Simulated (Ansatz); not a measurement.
# SbH₃: geometry optimisation

Aim: relax SbH₃ at this level.

Computed with Ansatz 0.2.0. Level: RHF-CCSD(T), frozen core/def2-TZVP.

## 1. The starting structure

SMILES `[SbH3]`, 4 atoms, charge 0, spin multiplicity 1.

Atoms are counted from 1 here; the program's logs count them from 0.

Bond lengths: Sb1–H2 1.734 Å, Sb1–H3 1.734 Å, Sb1–H4 1.734 Å. Angles: H2–Sb1–H3 90.1°, H2–Sb1–H4 90.0°, H3–Sb1–H4 90.0°.

Coordinates:

```xyz
4

Sb    0.4748   -0.3225   -0.4832
H     0.8414    0.0766    1.1637
H    -1.0486   -0.9841    0.0144
H    -0.2676    1.2301   -0.6949
```

## 2. Relaxation

input.yaml

```yaml
crystal:
  periodic: [false, false, false]
  atoms:
    - { symbol: Sb, position_ang: [0.474771, -0.322524, -0.483206] }
    - { symbol: H, position_ang: [0.841446, 0.076567, 1.163737] }
    - { symbol: H, position_ang: [-1.048634, -0.984139, 0.014381] }
    - { symbol: H, position_ang: [-0.267583, 1.230095, -0.694912] }
basis:
  gaussian: { orbitals: def2-TZVP }
hamiltonian:
  xc: hf
output:
  forces: true
correlation:
  method: ccsd_t
relax:
  f_tol: 0.003
  max_steps: 120
```

On the command line:

```bash
$ ansatz run input.yaml --threads 1 --pin off --max-ram 2560MiB --backend cpu --events-out ev --progress --plain --runs-dir out
```

The program printed:

```text
Warning: RAYON_NUM_THREADS=1 ignored (pool sized by the plan → 1); use --threads N
The last accepted step is kept in <dir> (removed where the run ends without a failure and the disk answers)
Engine: ansatz 0.2.0, aarch64-unknown-linux-gnu
Functional definition: HF
  exchange = exact_x
  correlation = 0
676 factors; integrals over basis functions are off by at most 2.6e-4 eV
mean field evaluation 1: about -6556.9148 eV, gradient 8.0e0 eV
mean field evaluation 2: about -6556.9158 eV, gradient 8.0e0 eV
mean field evaluation 4: about -6557.3527 eV, gradient 7.3e-1 eV
mean field evaluation 8: about -6557.3547 eV, gradient 6.3e-6 eV
mean field evaluation 16: about -6557.3545 eV, gradient 1.8e-1 eV
mean field -6557.35474668 eV, -240.9783422056 hartree, gradient 2.2e-6 eV, S^2 0.000000; 0 other end points of the search recorded, 0 dependent functions left out
4 core orbitals not correlated: weight in the atoms' cores, before any rotation towards them, 1.000 or more for the frozen orbitals, at most 0.000 for the correlated occupied ones
reference -6557.35474668 eV, -240.9783422056 hartree; 9, 9 occupied and 55, 55 virtual orbitals, 676 factors
second order -9.69521249 eV of doubles, -0.00000000 eV of singles
cycle   1  -9.67779684 eV  change    1.7e-2 eV  update   8.1e-2
cycle   2  -9.99807272 eV  change   -3.2e-1 eV  update   2.5e-2
cycle   3  -10.02805914 eV  change   -3.0e-2 eV  update   1.2e-2
cycle   4  -10.02114847 eV  change    6.9e-3 eV  update   3.4e-3
cycle   5  -10.02207064 eV  change   -9.2e-4 eV  update   1.0e-3
cycle   6  -10.02178318 eV  change    2.9e-4 eV  update   3.0e-4
cycle   7  -10.02177990 eV  change    3.3e-6 eV  update   7.5e-5
cycle   8  -10.02179980 eV  change   -2.0e-5 eV  update   2.5e-5
cycle   9  -10.02179734 eV  change    2.5e-6 eV  update   5.5e-6
perturbative tasks: 0 of 336
perturbative tasks: 32 of 336
perturbative tasks: 64 of 336
perturbative tasks: 96 of 336
perturbative tasks: 128 of 336
perturbative tasks: 160 of 336
perturbative tasks: 192 of 336
perturbative tasks: 224 of 336
perturbative tasks: 256 of 336
perturbative tasks: 288 of 336
perturbative tasks: 320 of 336
perturbative correction -0.25382363 eV, -0.0093278462 hartree
the calculation of the forces begins
relax step   1: F+E_penalty+E_count = -6567.63036764 eV  Δ(F+E_penalty+E_count) = +0.000e0 eV  max|allowed force component| = 5.867e-1 eV/Å  Δτ_max = 0.0000 Å  (44 SCF iters, accepted)
these checks for a lower state are left out or cut short: starts, cluster_reference, orbital_swaps, neighbouring_geometries, increment
676 factors; integrals over basis functions are off by at most 2.6e-4 eV
mean field -6557.40279513 eV, -240.9801079538 hartree, gradient 1.2e-6 eV, S^2 0.000000; 0 other end points of the search recorded, 0 dependent functions left out
4 core orbitals not correlated: weight in the atoms' cores, before any rotation towards them, 1.000 or more for the frozen orbitals, at most 0.000 for the correlated occupied ones
reference -6557.40279513 eV, -240.9801079538 hartree; 9, 9 occupied and 55, 55 virtual orbitals, 676 factors
second order -9.68731274 eV of doubles, -0.00000000 eV of singles
cycle   1  -9.66618254 eV  change    2.1e-2 eV  update   7.7e-2
cycle   2  -9.97418518 eV  change   -3.1e-1 eV  update   2.3e-2
cycle   3  -9.99907759 eV  change   -2.5e-2 eV  update   1.1e-2
cycle   4  -9.99277659 eV  change    6.3e-3 eV  update   3.0e-3
cycle   5  -9.99346535 eV  change   -6.9e-4 eV  update   8.8e-4
cycle   6  -9.99325069 eV  change    2.1e-4 eV  update   2.6e-4
cycle   7  -9.99326109 eV  change   -1.0e-5 eV  update   7.0e-5
cycle   8  -9.99328228 eV  change   -2.1e-5 eV  update   2.3e-5
cycle   9  -9.99327921 eV  change    3.1e-6 eV  update   5.0e-6
perturbative tasks: 0 of 336
perturbative tasks: 32 of 336
perturbative tasks: 64 of 336
perturbative tasks: 96 of 336
perturbative tasks: 128 of 336
perturbative tasks: 160 of 336
perturbative tasks: 192 of 336
perturbative tasks: 224 of 336
perturbative tasks: 256 of 336
perturbative tasks: 288 of 336
perturbative tasks: 320 of 336
perturbative correction -0.24373550 eV, -0.0089571146 hartree
the calculation of the forces begins
relax step   2: F+E_penalty+E_count = -6567.63980984 eV  Δ(F+E_penalty+E_count) = -9.442e-3 eV  max|allowed force component| = 4.632e-1 eV/Å  Δτ_max = 0.0755 Å  (34 SCF iters, accepted)
these checks for a lower state are left out or cut short: starts, cluster_reference, orbital_swaps, neighbouring_geometries, increment
676 factors; integrals over basis functions are off by at most 2.5e-4 eV
mean field evaluation 32: about -6557.4007 eV, gradient 1.3e-4 eV
mean field -6557.40071179 eV, -240.9800313926 hartree, gradient 1.1e-6 eV, S^2 0.000000; 0 other end points of the search recorded, 0 dependent functions left out
4 core orbitals not correlated: weight in the atoms' cores, before any rotation towards them, 1.000 or more for the frozen orbitals, at most 0.000 for the correlated occupied ones
reference -6557.40071179 eV, -240.9800313926 hartree; 9, 9 occupied and 55, 55 virtual orbitals, 676 factors
second order -9.69588088 eV of doubles, -0.00000000 eV of singles
cycle   1  -9.67468576 eV  change    2.1e-2 eV  update   7.9e-2
cycle   2  -9.98706060 eV  change   -3.1e-1 eV  update   2.4e-2
cycle   3  -10.01391888 eV  change   -2.7e-2 eV  update   1.1e-2
cycle   4  -10.00728738 eV  change    6.6e-3 eV  update   3.1e-3
cycle   5  -10.00806306 eV  change   -7.8e-4 eV  update   9.3e-4
cycle   6  -10.00781839 eV  change    2.4e-4 eV  update   2.7e-4
cycle   7  -10.00782129 eV  change   -2.9e-6 eV  update   6.9e-5
cycle   8  -10.00784085 eV  change   -2.0e-5 eV  update   2.3e-5
cycle   9  -10.00783820 eV  change    2.7e-6 eV  update   5.1e-6
perturbative tasks: 0 of 336
perturbative tasks: 32 of 336
perturbative tasks: 64 of 336
perturbative tasks: 96 of 336
perturbative tasks: 128 of 336
perturbative tasks: 160 of 336
perturbative tasks: 192 of 336
perturbative tasks: 224 of 336
perturbative tasks: 256 of 336
perturbative tasks: 288 of 336
perturbative tasks: 320 of 336
perturbative correction -0.24766838 eV, -0.0091016452 hartree
the calculation of the forces begins
relax step   3: F+E_penalty+E_count = -6567.65621837 eV  Δ(F+E_penalty+E_count) = -1.641e-2 eV  max|allowed force component| = 2.085e-2 eV/Å  Δτ_max = 0.0386 Å  (35 SCF iters, accepted)
these checks for a lower state are left out or cut short: starts, cluster_reference, orbital_swaps, neighbouring_geometries, increment
676 factors; integrals over basis functions are off by at most 2.5e-4 eV
mean field -6557.40010467 eV, -240.9800090813 hartree, gradient 9.4e-7 eV, S^2 0.000000; 0 other end points of the search recorded, 0 dependent functions left out
4 core orbitals not correlated: weight in the atoms' cores, before any rotation towards them, 1.000 or more for the frozen orbitals, at most 0.000 for the correlated occupied ones
reference -6557.40010467 eV, -240.9800090813 hartree; 9, 9 occupied and 55, 55 virtual orbitals, 676 factors
second order -9.69589690 eV of doubles, -0.00000000 eV of singles
cycle   1  -9.67480687 eV  change    2.1e-2 eV  update   7.9e-2
cycle   2  -9.98742092 eV  change   -3.1e-1 eV  update   2.4e-2
cycle   3  -10.01437442 eV  change   -2.7e-2 eV  update   1.1e-2
cycle   4  -10.00773275 eV  change    6.6e-3 eV  update   3.1e-3
cycle   5  -10.00851280 eV  change   -7.8e-4 eV  update   9.3e-4
cycle   6  -10.00826682 eV  change    2.5e-4 eV  update   2.7e-4
cycle   7  -10.00826975 eV  change   -2.9e-6 eV  update   6.9e-5
cycle   8  -10.00828917 eV  change   -1.9e-5 eV  update   2.3e-5
cycle   9  -10.00828648 eV  change    2.7e-6 eV  update   5.1e-6
perturbative tasks: 0 of 336
perturbative tasks: 32 of 336
perturbative tasks: 64 of 336
perturbative tasks: 96 of 336
perturbative tasks: 128 of 336
perturbative tasks: 160 of 336
perturbative tasks: 192 of 336
perturbative tasks: 224 of 336
perturbative tasks: 256 of 336
perturbative tasks: 288 of 336
perturbative tasks: 320 of 336
perturbative correction -0.24785823 eV, -0.0091086218 hartree
the calculation of the forces begins
relax step   4: F+E_penalty+E_count = -6567.65624937 eV  Δ(F+E_penalty+E_count) = -3.100e-5 eV  max|allowed force component| = 4.143e-4 eV/Å  Δτ_max = 0.0013 Å  (36 SCF iters, accepted)
676 factors; integrals over basis functions are off by at most 2.5e-4 eV
mean field -6557.40010467 eV, -240.9800090813 hartree, gradient 9.4e-7 eV, S^2 0.000000; 1 other end points of the search recorded, 0 dependent functions left out
mean field evaluation 64: about -6557.4001 eV, gradient 9.4e-7 eV
4 core orbitals not correlated: weight in the atoms' cores, before any rotation towards them, 1.000 or more for the frozen orbitals, at most 0.000 for the correlated occupied ones
reference -6557.40010467 eV, -240.9800090813 hartree; 9, 9 occupied and 55, 55 virtual orbitals, 676 factors
second order -9.69589690 eV of doubles, -0.00000000 eV of singles
cycle   1  -9.67480684 eV  change    2.1e-2 eV  update   7.9e-2
cycle   2  -9.98742090 eV  change   -3.1e-1 eV  update   2.4e-2
cycle   3  -10.01437440 eV  change   -2.7e-2 eV  update   1.1e-2
cycle   4  -10.00773272 eV  change    6.6e-3 eV  update   3.1e-3
cycle   5  -10.00851279 eV  change   -7.8e-4 eV  update   9.3e-4
cycle   6  -10.00826683 eV  change    2.5e-4 eV  update   2.7e-4
cycle   7  -10.00826971 eV  change   -2.9e-6 eV  update   7.0e-5
cycle   8  -10.00828919 eV  change   -1.9e-5 eV  update   2.3e-5
cycle   9  -10.00828641 eV  change    2.8e-6 eV  update   5.1e-6
perturbative tasks: 0 of 336
perturbative tasks: 32 of 336
perturbative tasks: 64 of 336
perturbative tasks: 96 of 336
perturbative tasks: 128 of 336
perturbative tasks: 160 of 336
perturbative tasks: 192 of 336
perturbative tasks: 224 of 336
perturbative tasks: 256 of 336
perturbative tasks: 288 of 336
perturbative tasks: 320 of 336
perturbative correction -0.24785822 eV, -0.0091086216 hartree
the calculation of the forces begins
Total energy: -6567.65624931 eV, -241.3569154448 hartree
Atom 0 at     0.452268    -0.307060    -0.460385 Å, force     0.000372    -0.000256    -0.000376 eV/Å
Atom 1 at     0.843133     0.071397     1.150474 Å, force     0.000163     0.000073     0.000414 eV/Å
Atom 2 at    -1.035936    -0.983025     0.007793 Å, force    -0.000377    -0.000230     0.000085 eV/Å
Atom 3 at    -0.259465     1.218687    -0.697882 Å, force    -0.000157     0.000413    -0.000123 eV/Å
Dipole moment:     0.026505    -0.017995    -0.026981 e Å
```

It took 48 s on 1 thread of Arm Neoverse V1, shared host; peak memory 0.24 GiB.

Relaxation path:

```csv
step,energy from step 1 (eV),largest force component (eV/Å)
1,0.0000,0.5867
2,-0.0094,0.4632
3,-0.0258,0.0209
4,-0.0259,0.0004
```

Bond lengths before and after, largest changes first:

```csv
bond,before (Å),after (Å),change (Å)
Sb1–H4,1.734,1.700,-0.034
Sb1–H2,1.734,1.700,-0.034
Sb1–H3,1.734,1.700,-0.034
```

## 3. Outcome

| quantity | value |
| --- | --- |
| energy gained | 0.0259 eV |
| root mean square move | 0.022 Å |
| dipole moment | 0.20 D |

Bond lengths: Sb1–H2 1.700 Å, Sb1–H3 1.700 Å, Sb1–H4 1.700 Å. Angles: H2–Sb1–H3 91.7°, H2–Sb1–H4 91.7°, H3–Sb1–H4 91.7°. No frequencies were computed here.
